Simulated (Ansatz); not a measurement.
# Na2HgRhF6, space group Fm-3m: a single point

Program: Ansatz 0.2.0 through its Python package.

The script, `scf_na2hgrhf6.py`:
```python
"""Single point of Na2HgRhF6."""

from pathlib import Path
import json
import warnings

import ansatz as az
import numpy as np
from pymatgen.core import Lattice, Structure
from pymatgen.io.ase import AseAtomsAdaptor


def main() -> None:
    warnings.simplefilter("ignore", az.DeckWarning)

    pmg_structure = Structure(
        Lattice([(0.0, 4.425221, 4.425221), (4.425221, 0.0, 4.425221), (4.425221, 4.425221, 0.0)]),
        ["Na", "Na", "Hg", "Rh", "F", "F", "F", "F", "F", "F"],
        [
            (0.25, 0.25, 0.25),
            (0.75, 0.75, 0.75),
            (0.5, 0.5, 0.5),
            (0.0, 0.0, 0.0),
            (0.230287, 0.230287, 0.769713),
            (0.230287, 0.769713, 0.769713),
            (0.769713, 0.769713, 0.230287),
            (0.230287, 0.769713, 0.230287),
            (0.769713, 0.230287, 0.769713),
            (0.769713, 0.230287, 0.230287),
        ],
    )
    structure = az.Crystal.from_ase(AseAtomsAdaptor.get_atoms(pmg_structure))

    # the calculation
    setup = (
        structure.calculation()
        .occupations("cold", width=0.1)
        .basis(16 * az.Ha)
        .functional(az.Functional.PBE)
        .kpoints(mesh=(5, 5, 5))
        .density()
        .potential()
        .electron_localization_function()
        .output_files(volumetric_format="npy")
        .band_table()
    )
    out = setup.run(threads=1)
    summary = out.report

    for key in ("converged", "n_iterations", "n_electrons", "n_kpoints", "n_pw", "n_symmetry_ops", "free_energy_ev", "fermi_energy_ev"):
        print(f"{key:18s} {summary[key]}")

    used = summary["setup"]
    print("cutoffs (eV):", used["ecut_ev"], used["ecutrho_ev"], " FFT grid:", used["fft_dense"])
    print("cell volume {:.3f} A^3, {} symmetry operations".format(used["cell_volume_ang3"], used["n_sym_ops"]))

    rho = out.density()
    total = sum(ch.density_e_per_ang3 for ch in rho.channels[:2]) if len(rho.channels) < 3 else rho.channels[0].density_e_per_ang3
    print("grid", rho.dims, "electrons", round(float(total.mean() * rho.cell_volume_ang3), 4))
    profile = total.mean(axis=(1, 2))
    print("planar average along grid axis 0 (e/A^3):")
    print(np.array2string(profile[:: max(len(profile) // 16, 1)], precision=4))

    folder = Path(out.write_results("fields"))
    for name in sorted(p.name for p in folder.glob("*.npy")):
        field = np.load(folder / name)
        print(f"{name:16s} {str(field.shape):16s} min {field.min():10.4f}  mean {field.mean():10.4f}  max {field.max():10.4f}")

    keep = ["free_energy_ev", "energy_sigma0_ev", "fermi_energy_ev", "n_iterations", "converged", "magnetization_mub", "n_kpoints"]
    with open("na2hgrhf6.json", "w") as handle:
        json.dump({key: summary[key] for key in keep}, handle, indent=1)

    print("band  energy (eV)  occupation, at k =", summary["kpoints_frac"][0])
    for band, (e, occ) in enumerate(zip(summary["eigenvalues_ev"][0], summary["occupations"][0]), start=1):
        print(f"{band:4d} {e:12.4f} {occ:9.4f}")


if __name__ == "__main__":
    main()
```

Running `python scf_na2hgrhf6.py` prints:
```text
converged          True
n_iterations       8
n_electrons        97.0
n_kpoints          10
n_pw               3527
n_symmetry_ops     48
free_energy_ev     -28040.092520914113
fermi_energy_ev    4.973794877813116
cutoffs (eV): 435.382179935808 1741.528719743232  FFT grid: [45, 45, 45]
cell volume 173.314 A^3, 48 symmetry operations
grid (45, 45, 45) electrons 97.0
planar average along grid axis 0 (e/A^3):
[0.5075 0.43   0.3415 0.3926 0.7362 1.0973 1.0043 0.5714 0.2956 0.3142
 0.4506 0.5483 0.5125 0.3785 0.2781 0.3918 0.7985 1.1176 0.9518 0.5292
 0.3383 0.3767 0.4837]
elf.npy          (45, 45, 45)     min     0.0019  mean     0.2117  max     0.8338
rho.npy          (45, 45, 45)     min     0.0061  mean     0.5597  max    20.0674
v_es.npy         (45, 45, 45)     min   -95.2322  mean     3.1030  max     9.6578
v_tot.npy        (45, 45, 45)     min  -128.4208  mean    -5.1314  max     6.6792
band  energy (eV)  occupation, at k = [0.0, 0.0, 0.0]
   1    -108.7351    2.0000
   2     -73.4736    2.0000
   3     -57.2497    2.0000
   4     -57.2497    2.0000
   5     -57.2497    2.0000
   6     -47.6505    2.0000
   7     -47.6504    2.0000
   8     -41.3785    2.0000
   9     -41.3785    2.0000
  10     -41.3785    2.0000
  11     -19.5522    2.0000
  12     -19.5522    2.0000
  13     -19.5522    2.0000
  14     -19.5504    2.0000
  15     -19.5504    2.0000
  16     -19.5504    2.0000
  17     -18.3973    2.0000
  18     -18.1075    2.0000
  19     -18.1075    2.0000
  20     -18.0424    2.0000
  21     -18.0424    2.0000
  22     -18.0424    2.0000
  23      -2.4045    2.0000
  24      -2.4045    2.0000
  25      -2.2973    2.0000
  26      -1.3458    2.0000
  27      -1.3458    2.0000
  28      -1.3458    2.0000
  29      -0.5986    2.0000
  30      -0.5986    2.0000
  31      -0.5986    2.0000
  32       0.0262    2.0000
  33       0.0262    2.0000
  34       0.0262    2.0000
  35       0.6584    2.0000
  36       0.6584    2.0000
  37       0.8198    2.0000
  38       0.8198    2.0000
  39       0.8198    2.0000
  40       0.8646    2.0000
  41       0.8646    2.0000
  42       0.8646    2.0000
  43       1.2901    2.0000
  44       1.2901    2.0000
  45       1.2901    2.0000
  46       4.4072    2.0000
  47       4.4072    2.0000
  48       4.4072    2.0000
  49       4.6608    2.0016
  50       6.7842    0.0000
  51       6.7842    0.0000
  52       8.6028    0.0000
  53      10.1226    0.0000
  54      11.4169    0.0000
  55      11.4169    0.0000
  56      11.4169    0.0000
  57      12.4680    0.0000
  58      12.4680    0.0000
  59      12.4680    0.0000
```

It writes `na2hgrhf6.json`:
```json
{
 "free_energy_ev": -28040.092520914113,
 "energy_sigma0_ev": -28040.08995767435,
 "fermi_energy_ev": 4.973794877813116,
 "n_iterations": 8,
 "converged": true,
 "magnetization_mub": 0.0,
 "n_kpoints": 10
}
```

What to keep in mind:
- Absolute energies stand on the zero of these potentials, so only differences at equal settings mean something. A total without «per atom» is that of the cell as typed.
- The cell holds an odd number of electrons and is run without spin, so a magnetic state may lie lower.
- For a metal this k-point mesh is coarse: on a finer one energies can move by several to tens of meV an atom and pressures by half a GPa or more, differences at one mesh by less.
- The zero of the levels is a convention of the potentials, so an absolute Fermi energy is no work function.
- Densities and potentials on the grid are those of the valence electrons, and inside the cores they hang on the potentials used.
- This cell is a computed structure, which may not be the phase found in nature.
- Levels are Kohn-Sham eigenvalues on this mesh, without spin-orbit coupling.
- Cost: of the order of 4 core-seconds.

(Lines on the test bed's own set-up are left out of the output.)
